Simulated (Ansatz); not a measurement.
# ClFH6OSi: the cost of one run

The runs use Ansatz 0.2.0, Gaussian basis; PBE0-D4, def2-SVP first, then def2-TZVP.

190 further runs of the same task are left out: 190 set aside as unsound or not needed.

## 1. Starting geometry

The guess: 10 atoms, charge 0, spin multiplicity 1.

Atoms are counted from 1 here; the program's logs count them from 0.

Bond lengths: Si1–H3 1.490 Å, Si1–H4 1.454 Å, Si1–Cl5 2.023 Å, Si1–O7 1.838 Å, H6–O7 1.019 Å, O7–H10 0.962 Å. Angles: H3–Si1–H4 100.4°, H3–Si1–Cl5 97.7°, H3–Si1–O7 88.1°, H4–Si1–Cl5 127.4°, H4–Si1–O7 114.5°, Cl5–Si1–O7 115.1°, Si1–O7–H6 118.0°, Si1–O7–H10 120.8°, H6–O7–H10 113.4°.

As a file:

```tsv
atom	x (Å)	y (Å)	z (Å)
Si1	-0.7884	0.7320	0.0683
H2	-0.1220	-0.4881	1.2817
H3	-1.0975	1.6020	-1.1016
H4	-1.9952	-0.0769	0.1200
Cl5	-0.2320	2.1919	1.3529
H6	1.0590	-0.8172	-0.5358
O7	0.5791	-0.0024	-0.9158
H8	0.6169	-1.2796	1.1716
F9	1.4209	-1.8768	0.4359
H10	0.5594	0.0151	-1.8770
```

Distances that are to change: Si1–O7 1.84 Å, H6–F9 1.48 Å, H2–H8 1.09 Å, Si1–H2 1.85 Å, H6–O7 1.02 Å, H8–F9 1.24 Å.

## 2. Constrained relaxation of the guess

File hold/in.yaml:

```yaml
crystal:
  periodic: [false, false, false]
  atoms:
    - {symbol: Si, position_ang: [-0.788400, 0.732000, 0.068300]}
    - {symbol: H, position_ang: [-0.122000, -0.488100, 1.281700]}
    - {symbol: H, position_ang: [-1.097500, 1.602000, -1.101600]}
    - {symbol: H, position_ang: [-1.995200, -0.076900, 0.120000]}
    - {symbol: Cl, position_ang: [-0.232000, 2.191900, 1.352900]}
    - {symbol: H, position_ang: [1.059000, -0.817200, -0.535800]}
    - {symbol: O, position_ang: [0.579100, -0.002400, -0.915800]}
    - {symbol: H, position_ang: [0.616900, -1.279600, 1.171600]}
    - {symbol: F, position_ang: [1.420900, -1.876800, 0.435900]}
    - {symbol: H, position_ang: [0.559400, 0.015100, -1.877000]}
basis:
  gaussian: {orbitals: def2-SVP}
hamiltonian: {xc: pbe0, dispersion: d4}
relax: {f_tol: 0.04, max_steps: 150, escape_saddle: false, constraints: [{distance: [0, 6]}, {distance: [5, 8]}, {distance: [1, 7]}, {distance: [0, 1]}, {distance: [5, 6]}, {distance: [7, 8]}]}
```

Command:

```console
> ansatz run in.yaml --threads 4 --pin off --events-out ev --progress --plain --max-ram 9574MiB
```

**Question.** How long does this run take on 4 threads of Arm Neoverse V2, shared host?

About 18 s.
